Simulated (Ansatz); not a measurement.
# CCSDT(Q)/B/ANO-RCC-MB (sfX2C, paw set gaussian, start density atoms) run of MoO3F− (SMILES [O]=[Mo-](=[O])(=[O])[F])

What is the energy difference between two shapes of MoO3F− at CCSDT(Q)/B/ANO-RCC-MB (sfX2C, paw set gaussian, start density atoms)? 

Program for the calculation: Ansatz 0.2.0.

3 further runs of the same task are left out: 2 for a known fault of the program, 1 set aside as unsound or not needed.

## (1) The molecule

MoO3F−: 5 atoms, total charge -1, spin state singlet. As SMILES, `[O]=[Mo-](=[O])(=[O])[F]`. Geometry: a GFN2-xTB relaxation, a rough one for these elements and not checked as a minimum.

Bond lengths: Mo1–O2 1.661 Å, Mo1–O3 1.662 Å, Mo1–O4 1.661 Å, Mo1–F5 1.869 Å. Angles: O2–Mo1–O3 112.1°, O2–Mo1–O4 112.1°, O2–Mo1–F5 106.8°, O3–Mo1–O4 112.1°, O3–Mo1–F5 106.7°, O4–Mo1–F5 106.6°.

## (2) A single-point energy at CCSDT(Q)/B/ANO-RCC-MB (sfX2C, paw set gaussian, start density atoms)

Contents of in.yaml:

```yaml
crystal:
  periodic: [false, false, false]
  atoms:
    - symbol: Mo
      position_ang: [0.041450, 0.070700, 0.030300]
    - symbol: O
      position_ang: [0.012280, -0.015060, 1.689110]
    - symbol: O
      position_ang: [1.589010, 0.011560, -0.571660]
    - symbol: O
      position_ang: [-0.801750, 1.382660, -0.542530]
    - symbol: F
      position_ang: [-0.840990, -1.449860, -0.605210]
basis:
  gaussian:
    orbitals: ANO-RCC-MB.json
total_charge: -1
correlation:
  method: ccsdt_q_b
  electrons: outside_noble_gas
output: {orbitals: {seedname: orbitals}}
```

The basis set ANO-RCC-MB is read from a file made from the Basis Set Exchange's data (not shown).

On the command line:

```sh
$ ansatz run in.yaml --threads 1 --pin off --max-ram 3480MiB --events-out events.jsonl --progress --plain --runs-dir runs
```

The program printed, cut to the lines that bear on the results:

```text
Warning: RAYON_NUM_THREADS=1 ignored (pool sized by the plan → 1); use --threads N
Functional definition: HF
  name "HF"
[...]
1205 factors; integrals over basis functions are off by at most 4.8e-8 eV
[...]
mean field -118922.03322748 eV, -4370.3041128607 hartree, gradient 7.1e-6 eV, S^2 0.000000; 0 other end points of the search recorded, 0 dependent functions left out
22 core orbitals not correlated: weight in the atoms' cores, before any rotation towards them, 0.978 or more for the frozen orbitals, at most 0.017 for the correlated occupied ones
reference -118922.03322748 eV, -4370.3041128607 hartree; 16, 16 occupied and 9, 9 virtual orbitals, 1205 factors
second order -11.25883545 eV of doubles, -0.00000000 eV of singles
cycle   1  -7.78759244 eV  change     3.5e0 eV  update   3.7e-1
[...]
cycle  18  -10.85168236 eV  change   -1.9e-6 eV  update   1.3e-6
perturbative correction 0.09680482 eV, 0.0035575114 hartree
Total energy: -118932.78810503 eV, -4370.6993473205 hartree
Relativity: scalar
```

Run time: 21 s. Hardware: 1 thread of Intel Xeon at 2.70GHz, shared host.

## (3) The distorted shape at the same level

Contents of in.yaml:

```yaml
crystal:
  periodic: [false, false, false]
  atoms:
    - symbol: Mo
      position_ang: [-0.017061, -0.053239, 0.012944]
    - symbol: O
      position_ang: [0.052465, -0.095108, 1.546048]
    - symbol: O
      position_ang: [1.521965, 0.135631, -0.586432]
    - symbol: O
      position_ang: [-0.818590, 1.517144, -0.372535]
    - symbol: F
      position_ang: [-0.864503, -1.632694, -0.693239]
basis:
  gaussian:
    orbitals: ANO-RCC-MB.json
total_charge: -1
correlation:
  method: ccsdt_q_b
  electrons: outside_noble_gas
output: {orbitals: {seedname: orbitals}}
```

The basis set ANO-RCC-MB is read from a file made from the Basis Set Exchange's data (not shown).

On the command line:

```sh
$ ansatz run in.yaml --threads 1 --pin off --max-ram 3480MiB --events-out events.jsonl --progress --plain --runs-dir runs
```

The program printed, cut to the lines that bear on the results:

```text
Warning: RAYON_NUM_THREADS=1 ignored (pool sized by the plan → 1); use --threads N
[... 2 set-up lines as earlier in the session ...]
[...]
1206 factors; integrals over basis functions are off by at most 5.2e-8 eV
[...]
mean field -118920.55353563 eV, -4370.2497351881 hartree, gradient 3.1e-6 eV, S^2 0.000000; 0 other end points of the search recorded, 0 dependent functions left out; unrestricted orbitals would lower it
22 core orbitals not correlated: weight in the atoms' cores, before any rotation towards them, 0.962 or more for the frozen orbitals, at most 0.026 for the correlated occupied ones
reference -118920.55353563 eV, -4370.2497351881 hartree; 16, 16 occupied and 9, 9 virtual orbitals, 1206 factors
second order -11.55162885 eV of doubles, -0.00000000 eV of singles
cycle   1  -7.74992035 eV  change     3.8e0 eV  update   3.9e-1
[...]
cycle  19  -11.05020865 eV  change    7.7e-7 eV  update   2.9e-6
perturbative correction 0.11942628 eV, 0.0043888347 hartree
Total energy: -118931.48431800 eV, -4370.6514340311 hartree
Relativity: scalar
```

Run time: 23 s. Hardware: 1 thread of Intel Xeon at 2.70GHz, shared host.

## (4) Summary of results

Level: CCSDT(Q)/B/ANO-RCC-MB (sfX2C, paw set gaussian, start density atoms), 22 core orbitals frozen.

| quantity | value |
| --- | --- |
| first shape: total energy | -4370.69935 Eh |
| first shape: HOMO energy (Hartree–Fock orbitals) | -6.79 eV |
| first shape: LUMO energy (Hartree–Fock orbitals) | 8.12 eV |
| first shape: HOMO–LUMO gap (to an unbound level, set by the basis) | 14.91 eV |
| first shape: correlation energy (22 core orbitals frozen) | -395.2 mEh |
| first shape: T1 diagnostic | 0.024 |
| distorted shape: total energy | -4370.65143 Eh |
| distorted shape: HOMO energy (Hartree–Fock orbitals) | -5.50 eV |
| distorted shape: LUMO energy (Hartree–Fock orbitals) | 7.55 eV |
| distorted shape: HOMO–LUMO gap (to an unbound level, set by the basis) | 13.06 eV |
| distorted shape: correlation energy (22 core orbitals frozen) | -401.7 mEh |
| distorted shape: T1 diagnostic | 0.025 |
| energy change with the atoms displaced | 1.304 eV |

In words: With the atoms displaced the energy rises by 1.30 eV (126 kJ/mol). The first shape isn't relaxed at this level, so the change isn't measured from a minimum. The minimal basis adds a large error of its own. The restricted solution (distorted shape) is unstable to spin breaking: an unrestricted one lies lower.
